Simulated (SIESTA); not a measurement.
**BPd4 under changes of volume**

One of the cells (15.081 Å³/atom); the others are scaled copies at fixed shape and fractional positions:

```
Pd B
1.0
     2.91118    0.00000    0.00000
     0.00000    4.39392    0.00000
     0.00000    0.00000    5.89510
Pd B
4 1
Direct
  0.50000 0.00000 0.19758
  0.00000 0.00000 0.61947
  0.00000 0.50000 0.32916
  0.50000 0.50000 0.86756
  0.50000 0.00000 0.86323
```

The cell comes from a database or a generator and needn't be the stable form of this composition.

| Item | Value |
| --- | --- |
| Program | SIESTA 5.4.2 |
| Functional | PBE |
| Potentials or basis | PseudoDojo 0.4 standard (PBE files) |
| Basis | DZP (energy shift 0.003 Ry; two zetas on semicore shells) |
| Grid cutoff | 800 Ry |
| Energy shift | 0.003 Ry |
| k mesh | 9 × 6 × 5 |
| Occupations | fermi-dirac, width 0.05 eV |
| Spin | no spin polarisation |

```csv
volume (Å³/atom),energy over the lowest point (meV/atom),pressure (GPa),largest force (eV/Å)
13.899,28.77,11.4,0.407
14.194,11.77,7.2,0.248
14.490,1.85,3.7,0.119
15.081,0.00,-2.4,0.281
15.377,?,?,?
15.673,18.03,-7.1,0.472
```

What does the run at 15.377 Å³/atom give?

Energy over the lowest point 6.87 meV/atom; pressure -4.9 GPa; largest force 0.379 eV/Å.

Worked out: A Birch-Murnaghan fit of order 3 (a polynomial in V^(-2/3)) to the other rows has its minimum at 14.83 Å³/atom with B0 = V·E''(V) = 148 GPa and B' = 5.0 at fixed shape and positions, which overstates the stiffness. It gives 6.82 meV/atom at 15.377 Å³/atom, against the run's 6.87, and -dE/dV = -4.9 GPa, against -4.9.

Energies are extrapolated to zero smearing.

Caveats: the basis of atomic orbitals isn't converged, which shifts pressures, moduli and gaps.
